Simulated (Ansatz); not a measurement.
Crystal: NaMg3O4.

```
Mg Na O
1.0
     4.35375    0.00000    0.00000
     0.00000    4.35375    0.00000
     0.00000    0.00000    4.35375
Mg Na O
3 1 4
Direct
  0.50000 0.50000 0.00000
  0.50000 0.00000 0.50000
  0.00000 0.50000 0.50000
  0.00000 0.00000 0.00000
  0.00000 0.50000 0.00000
  0.00000 0.00000 0.50000
  0.50000 0.50000 0.50000
  0.50000 0.00000 0.00000
```

The cell comes from a database or a generator and needn't be the stable form of this composition.

Base run:

```yaml
Program: Ansatz 0.2.0
Functional: PBE
Potentials_or_basis: Ansatz PAW
Cutoff: "420 eV (not typed: the program's choice for these potentials)"
k_mesh: 6 × 6 × 6
Occupations: gaussian, width 0.1 eV
Spin: no spin polarisation
```

Its results: band gap on the k mesh none (metal or under the smearing width); pressure -0.9 GPa.

Question: The run is repeated on the same cell with these changes: functional from PBE to LDA; occupations from gaussian, width 0.1 eV to gaussian, width 0.01 eV. What comes out?

Answer: Band gap on the k mesh none (metal or under the smearing width); pressure -10.1 GPa.

Caveats: an odd number of electrons without spin polarisation forces a metal; a magnetic or distorted state may lie lower; the PAW data sets come from PBE, with cores solved anew for the run's functional, which leaves a small shift of forces and pressure (some runs).
